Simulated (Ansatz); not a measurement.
# SnH₃Br: basis-set convergence

How large a basis does SnH₃Br need? Two functionals are run in growing sets.

Computed with Ansatz 0.2.0, Gaussian basis. Level: one geometry, several basis sets.

Levels to be run: PBE0-D4/def2-SVP; ωB97M-V/def2-SVP; PBE0-D4/def2-QZVPP; ωB97M-V/def2-QZVPP; the functionals' def2-TZVPP values are taken from earlier runs.

## (1) The geometry

The geometry comes from an earlier relaxation with PBE0-D4 in a triple-zeta def2 set; it is a stationary point. Sn takes the def2 core potential; no spin-orbit term is included.

5 atoms, charge 0, spin multiplicity 1.

Atoms are counted from 1 here; the program's logs count them from 0.

Bond lengths: Br1–Sn2 2.483 Å, Sn2–H3 1.700 Å, Sn2–H4 1.700 Å, Sn2–H5 1.700 Å. Angles: Br1–Sn2–H3 106.4°, Br1–Sn2–H4 106.4°, Br1–Sn2–H5 106.4°, H3–Sn2–H4 112.4°, H3–Sn2–H5 112.4°, H4–Sn2–H5 112.4°.

## (2) PBE0-D4 in def2-SVP

The input, in.yaml:

```yaml
crystal:
  periodic: [false, false, false]
  atoms:
    - {symbol: Br, position_ang: [-2.103990, 0.203279, 0.802363]}
    - {symbol: Sn, position_ang: [0.203907, -0.034740, -0.082646]}
    - {symbol: H, position_ang: [0.154847, 0.490813, -1.698763]}
    - {symbol: H, position_ang: [0.601199, -1.682477, 0.049879]}
    - {symbol: H, position_ang: [1.193937, 0.949425, 0.887767]}
basis:
  gaussian: {orbitals: def2-SVP}
hamiltonian: {xc: pbe0, dispersion: d4}
output: {orbitals: {seedname: orbitals}}
```

After this run come: ωB97M-V in def2-SVP; PBE0-D4 in def2-QZVPP; ωB97M-V in def2-QZVPP.

**Question.** What will the summary of the whole plan be? Wanted: PBE0-D4: double and triple zeta above quadruple; ωB97M-V: double and triple zeta above quadruple.

As calculated:

| quantity | value |
| --- | --- |
| PBE0-D4: double and triple zeta above quadruple | 10.33, 1.50 eV |
| ωB97M-V: double and triple zeta above quadruple | 10.31, 1.45 eV |

For PBE0-D4 the step from double to triple zeta gains 8.84 eV and the next only 1.50 eV. Total energies overstate the basis error of differences, where much of it tends to cancel. The LUMO of ωB97M-V is positive and keeps falling with the basis (0.97 to 0.40 eV): an unbound level that the basis holds in place.
